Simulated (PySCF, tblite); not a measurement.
# GeH3Br: bond homolysis

Aim: compute the bond homolysis of GeH3Br (`[GeH3][Br]`).

Programs: tblite 0.8.0 and PySCF 2.14.0, with routines of our own; each step states its level. All values are computed. Atoms count from 0.

## 1. The system as given

5 atoms, charge 0, multiplicity 1; geometry from: start built from the parent or by distance geometry.

## 2. Optimising the geometry with GFN2-xTB

Job settings and geometry (Å):

```
{"job": {"kind": "relax", "xc": "GFN2-xTB", "basis": "xTB"}, "charge": 0, "multiplicity": 1}
Ge    -0.126300    -0.007800    -0.012800
Br     2.165700    -0.080000     0.007900
H     -0.543700     1.452500    -0.329500
H     -0.749200    -0.365600     1.348000
H     -0.729200    -0.993400    -1.048000
```

Run with:

```
OMP_NUM_THREADS=1 python redox_run.py task.json out
```

The driver reads the jobs from task.json and runs them one after another.

Standard output:

```text
step      E/eV     max force
  0    -206.22872    0.619
  1    -206.24911    0.536
  2    -206.29679    0.410
  3    -206.30206    0.263
  4    -206.30610    0.163
  5    -206.30911    0.225
  6    -206.31104    0.232
  7    -206.31384    0.155
  8    -206.31482    0.083
  9    -206.31507    0.044
 10    -206.31516    0.039
 11    -206.31531    0.039
 12    -206.31551    0.046
 13    -206.31570    0.039
 14    -206.31578    0.019
 15    -206.31579    0.006
```

It took 0.07 s on 1 thread of Arm Neoverse N1, shared host.

Step by step:

```tsv
step	energy from step 0 (eV)	largest force (eV/Å)
0	0.0000	0.6186
1	-0.0204	0.5361
2	-0.0681	0.4104
3	-0.0733	0.2635
4	-0.0774	0.1635
5	-0.0804	0.2247
6	-0.0823	0.2325
7	-0.0851	0.1552
8	-0.0861	0.0833
9	-0.0863	0.0442
10	-0.0864	0.0391
11	-0.0866	0.0393
12	-0.0868	0.0464
13	-0.0870	0.0394
14	-0.0871	0.0192
15	-0.0871	0.0057
```

Distances of close pairs at the start and the end, largest changes first:

```tsv
bond	before (Å)	after (Å)	change (Å)
Ge0–H4	1.551	1.498	-0.053
Ge0–H2	1.551	1.499	-0.053
Ge0–H3	1.539	1.498	-0.040
Ge0–Br1	2.293	2.258	-0.035
```

The end geometry stands in the next job.

## 3. Harmonic vibrations with GFN2-xTB

Job settings and geometry (Å):

```
{"job": {"kind": "ir", "xc": "GFN2-xTB", "basis": "xTB"}, "charge": 0, "multiplicity": 1}
Ge    -0.180854     0.011332    -0.009098
Br     2.073708    -0.112801     0.023699
H     -0.544075     1.423893    -0.354129
H     -0.667904    -0.366205     1.356791
H     -0.663631    -0.950514    -1.051633
```

Standard output:

```text
mode    cm-1     km/mol
  1     307.1      8.15
  2     533.7     77.55
  3     534.0     77.25
  4     755.5    633.68
  5     816.1    142.20
  6     816.8    142.77
  7    1944.1     53.37
  8    2033.4    350.69
  9    2034.9    350.98
ZPE 58.471  H(298)-E 71.152  G(298)-E -11.249 kJ/mol  S 276.37 J/(mol K)
```

It took 0.16 s on 1 thread of Arm Neoverse N1, shared host.

The strongest bands and the atoms that carry them (share of the mass-weighted mode):

```tsv
cm⁻¹	km/mol	atoms
534	77.5	H4 52 %, H3 32 %, H2 12 %
534	77.2	H2 52 %, H3 32 %, H4 12 %
756	633.7	H3 33 %, H2 33 %, H4 32 %
816	142.2	H3 55 %, H2 25 %, H4 18 %
817	142.8	H4 48 %, H2 41 %, H3 10 %
1944	53.4	H2 34 %, H3 33 %, H4 32 %
2033	350.7	H2 64 %, H3 23 %, H4 12 %
2035	351.0	H4 55 %, H3 43 %
```

## 4. Optimising the geometry at PBE0-D3(BJ)/def2-SVP

Job settings and geometry (Å):

```
{"job": {"xc": "PBE0", "basis": "def2-SVP", "d3": "d3bj", "grid": 1, "kind": "geom"}, "charge": 0, "multiplicity": 1}
Ge    -0.180854     0.011332    -0.009098
Br     2.073708    -0.112801     0.023699
H     -0.544075     1.423893    -0.354129
H     -0.667904    -0.366205     1.356791
H     -0.663631    -0.950514    -1.051633
```

Standard output:

```text
step   0  E = -4651.85486933  max force = 0.017267
step   1  E = -4651.85684143  max force = 0.004206
step   2  E = -4651.85704677  max force = 0.000582
step   3  E = -4651.85704968  max force = 0.000106
optimisation converged
```

It took 14 s on 1 thread of Arm Neoverse N1, shared host.

Along the way:

```tsv
step	energy from step 0 (eV)	largest force component (eV/Å)
0	0.0000	0.8879
1	-0.0537	0.2163
2	-0.0593	0.0299
3	-0.0593	0.0055
```

Close pairs (by a distance rule), those that changed most:

```tsv
bond	before (Å)	after (Å)	change (Å)
Ge0–Br1	2.258	2.312	+0.054
Ge0–H4	1.498	1.534	+0.036
Ge0–H3	1.498	1.534	+0.036
Ge0–H2	1.499	1.534	+0.036
```

The end geometry stands in the next job.

```tsv
at the end point	value
point group (found at 0.08 Å tolerance)	C3v
rotational constants (GHz, main isotopes)	77.977, 2.347, 2.347
dipole moment (D)	1.89
```

## 5. Harmonic vibrations (GeH3Br): PBE0-D3(BJ)/def2-SVP

Job settings and geometry (Å):

```
{"job": {"xc": "PBE0", "basis": "def2-SVP", "d3": "d3bj", "grid": 2, "kind": "hessian"}, "charge": 0, "multiplicity": 1}
Ge    -0.182933     0.015408    -0.011859
Br     2.122455    -0.147794     0.049464
H     -0.533697     1.465431    -0.370408
H     -0.703256    -0.360546     1.381475
H     -0.683367    -0.963662    -1.081753
```

Standard output:

```text
coarse grid: 22168 points
cycle   1  E = -4651.8329812758  dE = -1.704e+00  |g| = 3.906e-01  |ddm| = 2.063e+00
cycle   2  E = -4651.8230913372  dE =  9.890e-03  |g| = 4.638e-01  |ddm| = 7.600e-01
cycle   3  E = -4651.8569447260  dE = -3.385e-02  |g| = 3.221e-02  |ddm| = 4.260e-01
cycle   4  E = -4651.8570441685  dE = -9.944e-05  |g| = 5.583e-03  |ddm| = 2.301e-02
cycle   5  E = -4651.8570484380  dE = -4.270e-06  |g| = 1.970e-03  |ddm| = 9.657e-03
final grid: 42232 points
cycle   6  E = -4651.8570065460  dE =  2.057e-07  |g| = 2.358e-03  |ddm| = 6.387e-03
cycle   7  E = -4651.8570060901  dE =  4.559e-07  |g| = 2.885e-03  |ddm| = 6.879e-03
cycle   8  E = -4651.8570079908  dE = -1.901e-06  |g| = 2.354e-04  |ddm| = 3.480e-03
cycle   9  E = -4651.8570079973  dE = -6.568e-09  |g| = 2.628e-05  |ddm| = 1.639e-04
cycle  10  E = -4651.8570079975  dE = -1.510e-10  |g| = 7.722e-07  |ddm| = 3.546e-05
cycle  11  E = -4651.8570079975  dE = -2.910e-11  |g| = 2.788e-07  |ddm| = 2.151e-06
converged SCF energy = -4651.8570079975

mode    cm-1
  1     310.6
  2     575.6
  3     576.1
  4     843.4
  5     873.4
  6     873.8
  7    2178.2
  8    2189.2
  9    2189.9
ZPE 63.463  H(298)-E 75.850  G(298)-E -6.296 kJ/mol  S 275.52 J/(mol K)
```

Wall time 60 s (1 thread of Arm Neoverse N1, shared host); peak memory 0.96 GiB.

Zero-point energy 63.46 kJ/mol (xTB gave 58.47).

## 6. Single point (GeH₃Br): M06-2X/def2-TZVP

Geometry: PBE0-D3(BJ)/def2-SVP.

Job settings and geometry (Å):

```
{"job": {"kind": "sp", "xc": "M06-2X", "basis": "def2-TZVP", "grid": 3}, "charge": 0, "multiplicity": 1}
Ge    -0.182933     0.015408    -0.011859
Br     2.122455    -0.147794     0.049464
H     -0.533697     1.465431    -0.370408
H     -0.703256    -0.360546     1.381475
H     -0.683367    -0.963662    -1.081753
```

Standard output:

```text
coarse grid: 22168 points
cycle   1  E = -4652.9970579964  dE = -1.724e+00  |g| = 4.654e-01  |ddm| = 1.767e+00
cycle   2  E = -4653.0044000624  dE = -7.342e-03  |g| = 4.632e-01  |ddm| = 4.864e-01
cycle   3  E = -4653.0265102065  dE = -2.211e-02  |g| = 3.431e-02  |ddm| = 2.292e-01
cycle   4  E = -4653.0266230609  dE = -1.129e-04  |g| = 8.612e-03  |ddm| = 2.219e-02
cycle   5  E = -4653.0266349325  dE = -1.187e-05  |g| = 1.668e-03  |ddm| = 7.895e-03
cycle   6  E = -4653.0266355534  dE = -6.209e-07  |g| = 6.943e-04  |ddm| = 2.445e-03
final grid: 70488 points
cycle   7  E = -4653.0271049374  dE = -2.024e-06  |g| = 1.282e-03  |ddm| = 6.072e-03
cycle   8  E = -4653.0271050173  dE = -7.994e-08  |g| = 1.186e-03  |ddm| = 1.336e-03
cycle   9  E = -4653.0271051206  dE = -1.033e-07  |g| = 5.342e-05  |ddm| = 5.003e-04
cycle  10  E = -4653.0271051215  dE = -8.731e-10  |g| = 4.030e-05  |ddm| = 1.006e-04
converged SCF energy = -4653.0271051215
```

It took 7 s on 1 thread of Arm Neoverse N1, shared host.

## 7. Relaxing the molecule with GFN2-xTB

This step treats GeH2Br radical, labelled `[GeH2][Br]` (the label fixes atoms and charge, not where charge and spin sit).

Job settings and geometry (Å):

```
{"job": {"kind": "relax", "xc": "GFN2-xTB", "basis": "xTB"}, "charge": 0, "multiplicity": 2}
Ge    -0.166700     0.009300    -0.017100
Br     2.111700    -0.139100     0.026400
H     -0.685800    -0.368200     1.384700
H     -0.685900    -0.949000    -1.102400
```

Standard output:

```text
step      E/eV     max force
  0    -191.36112    1.425
  1    -191.39802    1.195
  2    -191.48608    0.265
  3    -191.48949    0.260
  4    -191.49819    0.234
  5    -191.50487    0.229
  6    -191.50955    0.228
  7    -191.51121    0.156
  8    -191.51189    0.077
  9    -191.51209    0.027
 10    -191.51214    0.018
 11    -191.51216    0.017
 12    -191.51219    0.017
 13    -191.51224    0.018
 14    -191.51228    0.013
 15    -191.51229    0.005
```

Wall time 0.06 s (1 thread of Arm Neoverse N1, shared host).

Relaxation path:

```tsv
step	energy from step 0 (eV)	largest force (eV/Å)
0	0.0000	1.4248
1	-0.0369	1.1953
2	-0.1250	0.2652
3	-0.1284	0.2597
4	-0.1371	0.2343
5	-0.1438	0.2294
6	-0.1484	0.2276
7	-0.1501	0.1558
8	-0.1508	0.0767
9	-0.1510	0.0270
10	-0.1510	0.0181
11	-0.1510	0.0173
12	-0.1511	0.0170
13	-0.1511	0.0181
14	-0.1512	0.0128
15	-0.1512	0.0046
```

Distances of close pairs at the start and the end, largest changes first:

```tsv
bond	before (Å)	after (Å)	change (Å)
Ge0–H3	1.538	1.589	+0.051
Ge0–H2	1.542	1.588	+0.047
Ge0–Br1	2.284	2.317	+0.033
```

The final coordinates are the input of the step that follows.

## 8. Infrared spectrum with GFN2-xTB

Job settings and geometry (Å):

```
{"job": {"kind": "ir", "xc": "GFN2-xTB", "basis": "xTB"}, "charge": 0, "multiplicity": 2}
Ge    -0.216841     0.167785    -0.051447
Br     2.070471    -0.190642     0.036211
H     -0.641921    -0.430488     1.357137
H     -0.638343    -0.993704    -1.050282
```

Standard output:

```text
mode    cm-1     km/mol
  1     269.6      6.51
  2     531.2     21.29
  3     541.0    109.52
  4     777.1    230.08
  5    1346.7    227.44
  6    1538.3    630.60
ZPE 29.930  H(298)-E 42.355  G(298)-E -44.031 kJ/mol  S 289.74 J/(mol K)
```

Wall time 0.14 s (1 thread of Arm Neoverse N1, shared host).

The strongest bands and the atoms that carry them (share of the mass-weighted mode):

```tsv
cm⁻¹	km/mol	atoms
270	6.5	Ge0 50 %, Br1 49 %
531	21.3	H2 51 %, H3 47 %
541	109.5	H3 50 %, H2 47 %
777	230.1	H2 49 %, H3 49 %
1347	227.4	H3 50 %, H2 49 %
1538	630.6	H2 50 %, H3 48 %
```

## 9. Geometry optimisation at PBE0-D3(BJ)/def2-SVP

This step treats GeH₂Br radical, labelled `[GeH2][Br]` (the label fixes atoms and charge, not where charge and spin sit).

Job settings and geometry (Å):

```
{"job": {"xc": "PBE0", "basis": "def2-SVP", "d3": "d3bj", "grid": 1, "kind": "geom"}, "charge": 0, "multiplicity": 2}
Ge    -0.216841     0.167785    -0.051447
Br     2.070471    -0.190642     0.036211
H     -0.641921    -0.430488     1.357137
H     -0.638343    -0.993704    -1.050282
```

Standard output:

```text
step   0  E = -4651.21722426  max force = 0.028364
step   1  E = -4651.22239275  max force = 0.001964
step   2  E = -4651.22246824  max force = 0.000766
step   3  E = -4651.22248034  max force = 0.000226
optimisation converged
```

Run time: 19 s. Hardware: 1 thread of Arm Neoverse N1, shared host.

Relaxation path:

```tsv
step	energy from step 0 (eV)	largest force component (eV/Å)
0	0.0000	1.4585
1	-0.1406	0.1010
2	-0.1427	0.0394
3	-0.1430	0.0116
```

Distances of close pairs at the start and the end, largest changes first:

```tsv
bond	before (Å)	after (Å)	change (Å)
Ge0–H3	1.589	1.549	-0.040
Ge0–H2	1.588	1.549	-0.040
Ge0–Br1	2.317	2.312	-0.005
```

The end geometry stands in the next job.

```tsv
at the end point	value
point group (found at 0.08 Å tolerance)	Cs
rotational constants (GHz, main isotopes)	115.6, 2.401, 2.376
dipole moment (D)	1.65
⟨S²⟩	0.752
```

## 10. Harmonic vibrations (GeH2Br radical): PBE0-D3(BJ)/def2-SVP

Job settings and geometry (Å):

```
{"job": {"xc": "PBE0", "basis": "def2-SVP", "d3": "d3bj", "grid": 2, "kind": "hessian"}, "charge": 0, "multiplicity": 2}
Ge    -0.172022     0.027870    -0.021283
Br     2.130438    -0.167211     0.044806
H     -0.701526    -0.362808     1.380474
H     -0.683459    -0.944930    -1.112368
```

Standard output:

```text
coarse grid: 19696 points
cycle   1  E = -4651.1963931377  dE = -1.670e+00  |g| = 2.664e-01  |ddm| = 1.419e+00
cycle   2  E = -4651.1804243306  dE =  1.597e-02  |g| = 3.333e-01  |ddm| = 5.965e-01
cycle   3  E = -4651.2220566695  dE = -4.163e-02  |g| = 3.452e-02  |ddm| = 3.598e-01
cycle   4  E = -4651.2224369674  dE = -3.803e-04  |g| = 7.614e-03  |ddm| = 3.990e-02
cycle   5  E = -4651.2224748172  dE = -3.785e-05  |g| = 2.360e-03  |ddm| = 1.709e-02
cycle   6  E = -4651.2224799091  dE = -5.092e-06  |g| = 3.864e-04  |ddm| = 5.284e-03
final grid: 36856 points
cycle   7  E = -4651.2224385593  dE = -3.240e-07  |g| = 2.986e-04  |ddm| = 1.452e-03
cycle   8  E = -4651.2224385953  dE = -3.599e-08  |g| = 3.437e-04  |ddm| = 1.077e-03
cycle   9  E = -4651.2224386636  dE = -6.835e-08  |g| = 5.984e-05  |ddm| = 4.899e-04
cycle  10  E = -4651.2224386687  dE = -5.043e-09  |g| = 3.560e-05  |ddm| = 1.574e-04
cycle  11  E = -4651.2224386702  dE = -1.473e-09  |g| = 1.101e-05  |ddm| = 1.180e-04
cycle  12  E = -4651.2224386702  dE = -4.638e-11  |g| = 1.567e-06  |ddm| = 1.953e-05
converged SCF energy = -4651.2224386702

mode    cm-1
  1     308.1
  2     569.7
  3     639.5
  4     831.1
  5    2071.8
  6    2119.4
ZPE 39.115  H(298)-E 51.125  G(298)-E -34.429 kJ/mol  S 286.95 J/(mol K)
```

Wall time 76 s (1 thread of Arm Neoverse N1, shared host); peak memory 0.91 GiB.

Zero-point energy 39.12 kJ/mol (xTB gave 29.93).

(Part 1 of 2 ends here.)
